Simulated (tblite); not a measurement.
# CH12Si4: the cost of one run

Computed with tblite 0.8.0 and PySCF 2.14.0, with density-fitted response routines of our own, on a single molecule, in the gas phase or a continuum. Atoms count from 0, in the outputs and in this text.

### 1 The molecule as given

17 atoms, charge 0, multiplicity 1; geometry from: force field or distance geometry start.

Bonds of the start (Å): C0–Si1 1.86, Si1–Si2 2.28, Si2–Si3 2.28, Si2–Si4 2.28, C0–H5 1.10, C0–H6 1.09, C0–H7 1.09, Si1–H8 1.49, Si1–H9 1.47, Si2–H10 1.49, Si3–H11 1.49, Si3–H12 1.49, Si3–H13 1.48, Si4–H14 1.49, Si4–H15 1.49, Si4–H16 1.49.

### 2 Geometry optimisation with GFN2-xTB

What the job is given:

```
{"job": {"kind": "relax", "xc": "GFN2-xTB", "basis": "xTB"}, "charge": 0, "multiplicity": 1}
C      2.366200    -1.433700    -0.077900
Si     1.542700     0.216700    -0.307000
Si    -0.488900     0.223400     0.720900
Si    -1.835700    -1.221100    -0.423900
Si    -1.395800     2.295800     0.415900
H      1.767200    -2.235000    -0.537400
H      2.489400    -1.671900     0.978100
H      3.354800    -1.437400    -0.537400
H      2.406800     1.268600     0.299300
H      1.388500     0.510500    -1.739000
H     -0.386900    -0.130800     2.164000
H     -3.203300    -1.252200     0.173200
H     -1.272900    -2.598800    -0.330500
H     -1.931300    -0.841700    -1.848000
H     -1.489300     2.624700    -1.037200
H     -2.762700     2.360800     1.003500
H     -0.555800     3.334200     1.073400
```

Command:

```
$ OMP_NUM_THREADS=1 python probes_run.py task.json out
```

The driver reads the jobs from task.json and runs them one after another.

**Question.** How long does this first job take on 1 thread of Intel Xeon at 2.50GHz, shared host, and how much memory does it need?

About 1.9 s, with a peak of 0.18 GiB.
